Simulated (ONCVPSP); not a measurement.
**An ONCV potential for bromine, from input to tests**

Aim: build the potential from the settings below, then test how well it stands in for the atom: other configurations, scattering, ghost states and the plane-wave cutoff that it needs.

Method: ONCVPSP 4.0.1, LDA (Perdew-Zunger), scalar-relativistic.

## (1) The atom and the settings

Typed settings, in words:

```
element                 : bromine (Br, Z = 35)
type                    : optimised norm-conserving Vanderbilt (ONCV)
frozen core             : [Ne]
valence charge          : 25
reference configuration : 3s2 3p6 3d10 4s1.5 4p5.5
partial waves           : 3s+4s: rc 0.90 bohr, ncon 5, nbas 9, qcut 15.4 1/bohr, 3 projectors, debl 3.2 Ha; 3p+4p: rc 0.80 bohr, ncon 4, nbas 8, qcut 16.7 1/bohr, 2 projectors; 3d: rc 0.80 bohr, ncon 3, nbas 8, qcut 23.5 1/bohr, local
local potential         : the d channel
core correction         : Teter function, fcfact 2.75, rcfact 1.55
```

The nodes and maxima of the atom's own shells, from an earlier all-electron run, set the scale for the radii.

All-electron outer shells of the reference configuration (LDA (Perdew-Zunger), scalar-relativistic, ld1.x):

```csv
shell,level (eV),outermost node (bohr),outermost maximum (bohr)
2s,-1731.34,0.06,0.16
2p,-1528.64,–,0.13
3s,-237.99,0.23,0.48
3p,-173.99,0.21,0.48
3d,-67.77,–,0.43
4s,-20.73,0.67,1.41
4p,-8.31,0.70,1.66
```

## (2) The generation run

Br.dat

```
# ATOM AND REFERENCE CONFIGURATION
# atsym  z   nc   nv     iexc    psfile
  Br 35.00    3    5        3      upf
#
#   n    l    f
    1    0    2.00
    2    0    2.00
    2    1    6.00
    3    0    2.00
    3    1    6.00
    3    2   10.00
    4    0    1.50
    4    1    5.50
#
# PSEUDOPOTENTIAL AND OPTIMIZATION
# lmax
    2
#
#   l,   rc,      ep,       ncon, nbas, qcut
    0    0.90    0.00    5    9   15.40
    1    0.80    0.00    4    8   16.70
    2    0.80    0.00    3    8   23.50
#
# LOCAL POTENTIAL
# lloc, lpopt,  rc(5),   dvloc0
    2    5    0.80    0.00
#
# VANDERBILT-KLEINMAN-BYLANDER PROJECTORs
# l, nproj, debl
    0    3    3.20
    1    2    3.90
    2    0    3.10
#
# MODEL CORE CHARGE
# icmod, fcfact, rcfact
    3    2.75    1.55
#
# LOG DERIVATIVE ANALYSIS
# epsh1, epsh2, depsh
  -10.00    5.00    0.04
#
# OUTPUT GRID
# rlmax, drl
    6.00    0.01
#
# TEST CONFIGURATIONS
# ncnf
    4
# nvcnf
#   n    l    f
    5
    3    0    2.00
    3    1    6.00
    3    2   10.00
    4    0    2.00
    4    1    5.00
#
    5
    3    0    2.00
    3    1    6.00
    3    2   10.00
    4    0    2.00
    4    1    4.00
#
    5
    3    0    2.00
    3    1    6.00
    3    2   10.00
    4    0    2.00
    4    1    3.00
#
    5
    3    0    2.00
    3    1    6.00
    3    2   10.00
    4    0    2.00
    4    1    1.00
#
```

Started as:

```bash
$ oncvpsp.x < Br.dat > Br.out
```

**Question.** What will these runs give? Wanted: cutoffs for 1 and 0.1 mHa per electron, occupied waves; bound ghosts; GHOST(+) flags; largest test error; largest phase difference near zero energy, channels read; rms error of d²Exc/dn², without and with the model core.

**Answer**, as computed:

| quantity | value |
| --- | --- |
| cutoffs for 1 and 0.1 mHa per electron, occupied waves | 191 Ha and 215 Ha |
| bound ghosts | none found |
| GHOST(+) flags | s at 1286 eV |
| largest test error (AE − PS) | -7.5 meV, for 3s2 3p6 3d10 4s2 4p1 |
| largest phase difference near zero energy, channels read | 0.013 rad |
| rms error of d²Exc/dn², without and with the model core | 2.81 and 1.33 mHa |

**Reading.** The worst unpolarised test, 3s2 3p6 3d10 4s2 4p1, is off by 7.5 meV on 110.0 eV; by total energies transferability rates as good. The potential is very hard: the looser tolerance needs 191 Ha. At the looser tolerance the 3d wave is the slowest; 3s needs 91 Ha. No bound ghost shows below the valence levels. Near zero energy the phases of the channels with partial waves agree within 0.013 rad. The program also flags highly localised states, GHOST(+) (s). All of this concerns the isolated atom, not yet a solid.
